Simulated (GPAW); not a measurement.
The system is InSb3.

```
Sb In
1.0
     0.00000    3.79455    3.79455
     3.79455    0.00000    3.79455
     3.79455    3.79455    0.00000
Sb In
3 1
Cartesian
  3.7946 3.7946 3.7946
  5.6918 5.6918 5.6918
  1.8973 1.8973 1.8973
  0.0000 0.0000 0.0000
```

The cell comes from a database or a generator and needn't be the stable form of this composition.

Base run:

| Item | Value |
| --- | --- |
| Program | GPAW 26.7.0 |
| Functional | PBE |
| Potentials or basis | GPAW PAW data sets (gpaw-data 1.2.1) |
| Cutoff | 600 eV |
| Basis | pw |
| k mesh | 6 × 6 × 6 |
| Occupations | fermi-dirac, width 0.05 eV |
| Spin | no spin polarisation |

Its results: pressure -0.5 GPa.

Task: The run is repeated on the same cell with these changes: functional from PBE to r2SCAN. What comes out?

Result: Pressure -1.2 GPa.

Caveats: the PAW data sets were made with another functional, which shifts forces and pressure a little (some runs).

Not every run made on this cell is shown here.
